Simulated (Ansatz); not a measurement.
# C₂H₄ClOSi radical: a ladder of functionals and wavefunction methods

An exercise on one series of results from a longer session: the logs are not shown, and one member is left open.

Program: Ansatz 0.2.0, Gaussian basis. Level of theory: functionals in def2-TZVPP, the program's frozen cores in correlated methods. These are calculated values, not measurements.

Plan: LDA (SPW92), PBE-D4, revPBE-D4, BLYP-D4, r2SCAN-D4, B97M-V, PBE0-D4, B3LYP-D4, r2SCANh-D4, r2SCAN0-D4, HSE06-D4, BHLYP-D4, CAM-B3LYP-D4, LC-ωPBE, ωB97X-V, ωB97M-V, B2PLYP, PBE-QIDH; CCSD(T)/def2-SVP; CCSD(T)/def2-TZVPP; MP2/def2-QZVPP; extrapolation to the limit; RPA on PBE.

### The geometry

All runs share one geometry, relaxed beforehand with PBE0-D4 in a triple-zeta def2 set.

SMILES `C=C[Si](O)Cl`, 9 atoms, charge 0, spin multiplicity 2.

Atoms are counted from 1 here; the program's logs count them from 0.

Bond lengths: C1–C2 1.332 Å, C1–H6 1.085 Å, C1–H7 1.086 Å, C2–Si3 1.844 Å, C2–H8 1.087 Å, Si3–O4 1.643 Å, Si3–Cl5 2.071 Å, O4–H9 0.959 Å. Angles: C2–C1–H6 121.6°, C2–C1–H7 121.8°, H6–C1–H7 116.6°, C1–C2–Si3 122.4°, C1–C2–H8 119.7°, Si3–C2–H8 117.8°, C2–Si3–O4 106.9°, C2–Si3–Cl5 110.0°, O4–Si3–Cl5 111.1°, Si3–O4–H9 117.7°.

The first run:

in.yaml reads:

```yaml
crystal:
  periodic: [false, false, false]
  atoms:
    - {symbol: C, position_ang: [-0.625414, -1.352902, -0.528805]}
    - {symbol: C, position_ang: [-0.206910, -0.751831, 0.583996]}
    - {symbol: Si, position_ang: [0.841748, 0.764136, 0.553203]}
    - {symbol: O, position_ang: [0.752327, 1.377410, -0.968398]}
    - {symbol: Cl, position_ang: [0.154778, 2.130670, 1.950154]}
    - {symbol: H, position_ang: [-0.407323, -0.946495, -1.511221]}
    - {symbol: H, position_ang: [-1.210267, -2.267875, -0.499439]}
    - {symbol: H, position_ang: [-0.436263, -1.190937, 1.552101]}
    - {symbol: H, position_ang: [1.225923, 2.191323, -1.148689]}
basis:
  gaussian: {orbitals: def2-TZVPP}
magnetization: {spin_polarized: true, initial_magnetization: 1}
hamiltonian: {xc: lda}
output: {orbitals: {seedname: orbitals}}
```

The run is started by

```sh
ansatz run in.yaml --threads 4 --pin off --events-out ev --progress --plain --max-ram 10444MiB
```

Steps of the session up to this table: LDA; PBE-D4 (GGA); revPBE-D4 (GGA); BLYP-D4 (GGA); r2SCAN-D4 (meta-GGA); B97M-V (meta-GGA); B3LYP-D4 (hybrid); r2SCANh-D4 (hybrid); r2SCAN0-D4 (hybrid); HSE06-D4 (hybrid); BHLYP-D4 (hybrid); CAM-B3LYP-D4 (range-separated); LC-ωPBE (range-separated); ωB97X-V (range-separated); ωB97M-V (range-separated); B2PLYP (double hybrid); PBE-QIDH (double hybrid).

One of the session's tables, all rows but one given; the rest of the session is left out.

It belongs to the step «Orbital energies across the functionals». 

| functional | HOMO (eV) | LUMO (eV) | gap (eV) |
| --- | --- | --- | --- |
| LDA (SPW92) | -4.74 | -3.66 | 1.08 |
| PBE-D4 | -4.73 | -3.22 | 1.51 |
| revPBE-D4 | -4.70 | -3.07 | 1.63 |
| BLYP-D4 | -4.54 | -3.24 | 1.30 |
| r2SCAN-D4 | -5.08 | -2.79 | 2.29 |
| B97M-V | -4.77 | -3.26 | 1.51 |
| PBE0-D4 | -5.89 | -2.31 | 3.58 |
| B3LYP-D4 | -5.62 | -2.70 | 2.92 |
| r2SCANh-D4 | -5.51 | -2.48 | 3.02 |
| r2SCAN0-D4 | -6.15 | -2.03 | 4.12 |
| HSE06-D4 | -5.50 | -2.69 | 2.80 |
| BHLYP-D4 | -6.90 | -1.50 | 5.40 |
| CAM-B3LYP-D4 | -7.12 | -1.42 | 5.69 |
| LC-ωPBE | ? | ? | ? |
| ωB97X-V | -8.01 | -0.54 | 7.47 |
| ωB97M-V | -7.63 | -0.68 | 6.94 |

Q: Estimate the row for LC-ωPBE from the others.

As computed: HOMO (eV): -8.52; LUMO (eV): -0.02; gap (eV): 8.50. In the column «HOMO (eV)» it is the lowest.
